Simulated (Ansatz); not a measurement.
# IrRh5: the cost of one run

Method: DFT PBE, scalar-relativistic, plane waves, PAW, unless a step names another level, in Ansatz 0.2.0.

3 further runs of the same task are left out: 1 that didn't finish, 2 set aside as unsound or not needed.

**1. The system as given**

It takes space group P-62m (No. 189, hexagonal). The conventional cell has a = 4.722 Å, b = 4.722 Å, c = 4.401 Å, α = 90.00°, β = 90.00°, γ = 120.00°. Around Ir (site symmetry -62m) lie 12 Rh at 2.70 to 2.73 Å. Rh (site symmetry -6) is surrounded by 9 Rh at 2.71 to 2.73 Å and 3 Ir at 2.73 Å. Rh (site symmetry m2m) has 2 Ir at 2.70 Å and 10 Rh at 2.71 to 2.74 Å as nearest neighbours.

As a file:

```
CELL_PARAMETERS angstrom
4.72179 0.00000 0.00000
-2.36089 4.08919 0.00000
0.00000 0.00000 4.40082
ATOMIC_POSITIONS crystal
Ir 0.00000 0.00000 0.00000
Rh 0.66667 0.33333 0.00000
Rh 0.33333 0.66667 0.00000
Rh 0.33080 0.00000 0.50000
Rh 0.00000 0.33080 0.50000
Rh 0.66920 0.66920 0.50000
```

It is the end of an earlier relaxation with the same method, from a generated guess; it needn't be the stable form of this composition. At a tolerance of 0.05 Å it has space group P-62m (No. 189); it has 14.16 Å³/atom, an uncorrected energy of +0.03 eV/atom over the elements.

**2. Electronic structure at the relaxed geometry**

The input, input.yaml:

```yaml
crystal:
  lattice:
    - [4.7217882067, 0.0, 0.0]
    - [-2.3608941034, 4.0891885383, 0.0]
    - [0.0, 0.0, 4.400820785]
  atoms:
    - { symbol: Ir, position: [0.0, 0.0, 0.0] }
    - { symbol: Rh, position: [0.6666666667, 0.3333333333, 0.0] }
    - { symbol: Rh, position: [0.3333333333, 0.6666666667, 0.0] }
    - { symbol: Rh, position: [0.3308042077, 0.0, 0.5] }
    - { symbol: Rh, position: [0.0, 0.3308042077, 0.5] }
    - { symbol: Rh, position: [0.6691957923, 0.6691957923, 0.5] }
basis:
  ecutwfc: 420
kpoints:
  mp_grid: { grid: [12, 12, 8] }
  band_path:
    path:
      - [[0.0, 0.0, 0.0], [0.5, 0.0, 0.0], [0.33333333, 0.33333333, 0.0], [0.0, 0.0, 0.0], [0.0, 0.0, 0.5], [0.5, 0.0, 0.5], [0.33333333, 0.33333333, 0.5], [0.0, 0.0, 0.5]]
      - [[0.5, 0.0, 0.5], [0.5, 0.0, 0.0]]
      - [[0.33333333, 0.33333333, 0.5], [0.33333333, 0.33333333, 0.0]]
    npoints: 14
hamiltonian:
  xc: pbe
scf:
  occupations: { method: gaussian, width: 0.1 }
  n_extra_bands: 15
output:
  forces: true
  stress: true
  eigenvalues: true
  populations: true
  dos: { projected: true, de: 0.02, nscf_kmesh: { grid: [15, 15, 10] } }
  bader: true
  write_density: true
  write_potential: true
  elf: true
  volumetric_format: npy
```

Started as:

```console
$ ansatz run input.yaml --threads 1 --pin off --max-ram 2560MiB --backend cpu --events-out ev --progress --plain --runs-dir out
```

What time and memory should one allow on 1 thread of Intel Xeon Platinum 8488C (Sapphire Rapids), shared host?

About 2.5 min, with a peak of 0.87 GiB.
